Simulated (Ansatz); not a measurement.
**LiCr4GaS8 (F-43m): band structure in Python**

Wanted for LiCr4GaS8 (F-43m): a band structure.

Program: Ansatz 0.2.0, driven from Python. Level of theory: DFT PBEsol, plane waves, PAW. These are calculated values, not measurements.

### 1 The system

It takes space group F-43m (No. 216, cubic). Conventional cell: a = 10.089 Å, b = 10.089 Å, c = 10.089 Å, α = 90.00°, β = 90.00°, γ = 90.00°. Li (site symmetry -43m) has 4 S at 2.39 Å as nearest neighbours. Cr (site symmetry 3m) is surrounded by 6 S at 2.36 to 2.47 Å. Ga (site symmetry -43m) is surrounded by 4 S at 2.36 Å. S (site symmetry 3m) is surrounded by 3 Cr at 2.36 Å and 1 Li at 2.39 Å. S (site symmetry 3m) has 1 Ga at 2.36 Å and 3 Cr at 2.47 Å as nearest neighbours.

The script holds or builds the structure itself.

### 2 The script

licr4gas8.py

```python
'''Bands of LiCr4GaS8 along a path through the zone.'''

from pathlib import Path
import sys
import warnings

import ansatz as az
from ase.io.cube import read_cube_data
from ase.units import Bohr
import numpy as np
from pymatgen.core import Lattice, Structure
from pymatgen.io.ase import AseAtomsAdaptor


def main() -> None:
    warnings.simplefilter('ignore', az.DeckWarning)

    pmg_structure = Structure(
        Lattice([(0.0, 5.044589, 5.044589), (5.044589, 0.0, 5.044589), (5.044589, 5.044589, 0.0)]),
        ['Li', 'Cr', 'Cr', 'Cr', 'Cr', 'Ga', 'S', 'S', 'S', 'S', 'S', 'S', 'S', 'S'],
        [
            (0.0, 0.0, 0.0),
            (0.629111, 0.112667, 0.629111),
            (0.629111, 0.629111, 0.629111),
            (0.112667, 0.629111, 0.629111),
            (0.629111, 0.629111, 0.112667),
            (0.25, 0.25, 0.25),
            (0.862956, 0.411132, 0.862956),
            (0.862956, 0.862956, 0.862956),
            (0.411132, 0.862956, 0.862956),
            (0.862956, 0.862956, 0.411132),
            (0.384809, 0.845573, 0.384809),
            (0.384809, 0.384809, 0.384809),
            (0.845573, 0.384809, 0.384809),
            (0.384809, 0.384809, 0.845573),
        ],
    )
    structure = az.Crystal.from_ase(AseAtomsAdaptor.get_atoms(pmg_structure)).moments(Cr=3)

    # vertices of the path, as fractions of the reciprocal vectors
    path = [
        ('K', (-0.375, 0.0, 0.375)),
        ('G', (0.0, 0.0, 0.0)),
        ('L', (0.0, 0.0, 0.5)),
        ('W', (-0.5, -0.25, 0.25)),
        ('X', (-0.5, -0.5, 0.0)),
    ]
    setup = (
        structure.calculation()
        .functional('pbesol')
        .kpoints(mesh=(4, 4, 4))
        .occupations('cold')
        .spin('collinear')
        .band_structure([point for _, point in path], intervals=8)
        .scf(extra_bands=10)
        .density()
        .output_files(volumetric_format='cube')
    )
    try:
        result = setup.run(threads=1)
    except az.NonConvergedError as error:
        sys.exit(f'no convergence: {error}')
    except az.RefusalError as error:
        sys.exit(f'input refused: {error}')
    summary = result.report

    n_atoms = len(summary['lattice']['sites'])
    print('F =', round(summary['free_energy_ev'], 4), 'eV for', n_atoms, 'atoms')
    print('E(sigma -> 0) =', round(summary['energy_sigma0_ev'], 4), 'eV, TS =', round(summary['entropy_ts_ev'], 5), 'eV')
    print('closed by', summary['closed_by'], 'after', summary['n_iterations'], 'iterations')

    # cube files hold the density in electrons per cubic bohr
    folder = Path(result.write_results('cubes'))
    print('\n'.join((folder / 'rho.cube').read_text().splitlines()[: 6 + 6]))
    values, cube_atoms = read_cube_data(str(folder / 'rho.cube'))
    print('electrons from the file:', round(values.mean() * cube_atoms.get_volume() / Bohr ** 3, 3))

    rho = result.density()
    up, down = (channel.density_e_per_ang3 for channel in rho.channels)
    voxel = rho.cell_volume_ang3 / up.size
    print([str(channel.component) for channel in rho.channels], rho.dims)
    print(f'integral of up - down {np.sum(up - down) * voxel:.4f}, of its modulus {np.sum(np.abs(up - down)) * voxel:.4f} muB on the grid')
    print(f'spin density from {np.min(up - down):.4f} to {np.max(up - down):.4f} e/A^3')

    bands = result.band_structure()
    fermi = bands.fermi_energy_ev
    print(f'zero of the bands: {fermi:.3f} eV, the Fermi level found on the SCF mesh')
    for spin, channel in enumerate(bands.channels):
        levels = channel.eigenvalues_ev - fermi
        crossing = [b for b in range(levels.shape[1]) if levels[:, b].min() < 0 < levels[:, b].max()]
        print(f'channel {spin}: bands that cross the Fermi level on this path:', [b + 1 for b in crossing] or 'none')
        shown = crossing or sorted(np.argsort(np.abs(levels).min(axis=0))[:2])
        for k, row in zip(bands.kpoints_frac, levels[:, shown]):
            print(f'{k[0]:7.3f} {k[1]:7.3f} {k[2]:7.3f}  ', ' '.join(f'{e:8.3f}' for e in row))


if __name__ == '__main__':
    main()
```

### 3 Launch

On the command line:

```bash
> python licr4gas8.py
```

Without the output at hand: what should come out? Wanted: free energy; moment, net / absolute; bands on the path.

**Answer**, as computed:

```
              quantity                                value
           free energy  -24433.2335 eV (-1745.2310 eV/atom)
moment, net / absolute            11.97 / 13.21 μB per cell
     bands on the path                cross the Fermi level
```

What this shows: The path shows bands through the Fermi level: a metal at this level of theory. Caveats:
- The negative TS is no error: cold and Methfessel-Paxton smearing have a generalised entropy.
- The computed bands are complete only to about 1.1 eV above the Fermi level.
- The mesh is modest for a metal, so energies can be off by several to tens of meV an atom and pressures by half a GPa or more; differences at equal mesh fare better.
- Without a Hubbard U or exact exchange, semilocal functionals often make such 3d compounds metallic or too weakly gapped.
- Densities and potentials on the grid are those of the valence electrons, and inside the cores they hang on the potentials used.
- This cell is a computed structure, which may not be the phase found in nature.
- Levels are Kohn-Sham eigenvalues on this mesh, without spin-orbit coupling.
